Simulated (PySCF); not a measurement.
# C2H10BNSi: the cost of one run

The runs use PySCF 2.14.0, with density-fitted response routines of our own; the level of theory stands in each step. All values are computed, except where a source is named. Atoms count from 0, in the outputs and in this text.

## (1) The molecule as given

15 atoms, charge 0, multiplicity 1; geometry from: GFN2-xTB. The atoms were then displaced at random by about 0.01 Å, so the start is not that level's minimum.

Bonds of the start (Å): C0–B1 1.55, B1–C2 1.58, B1–Si3 2.00, Si3–N4 1.72, C0–H5 1.12, C0–H6 1.09, C0–H7 1.08, C2–H8 1.06, C2–H9 1.09, C2–H10 1.10, Si3–H11 1.47, Si3–H12 1.48, N4–H13 1.01, N4–H14 1.01.

## (2) Geometry optimisation at PBE0-D3(BJ)/def2-SVP

Job settings and geometry (Å):

```
{"job": {"xc": "PBE0", "basis": "def2-SVP", "d3": "d3bj", "grid": 1, "shake": 0.01, "kind": "geom"}, "charge": 0, "multiplicity": 1}
C     -1.657200     0.659040     0.978690
B     -0.574550    -0.065010     0.136890
C     -1.024280    -0.884380    -1.139370
Si     1.353700     0.006860     0.673820
N      2.283770     0.120420    -0.772420
H     -1.657410     1.745600     0.693710
H     -2.684830     0.337790     0.790900
H     -1.482920     0.667600     2.043490
H     -1.959590    -0.575540    -1.543500
H     -0.258850    -0.899200    -1.911400
H     -1.131440    -1.924740    -0.807660
H      1.851470    -1.221520     1.313630
H      1.633300     1.082350     1.644580
H      2.008960     0.814360    -1.446880
H      3.284540     0.118980    -0.661720
```

On the command line:

```
$ OMP_NUM_THREADS=1 python probes_run.py task.json out
```

The driver reads the jobs from task.json and runs them one after another.

**Question.** How long does this first job take on 1 thread of Arm Neoverse V1, shared host, and how much memory does it need?

About 57 s, with a peak of 0.52 GiB.
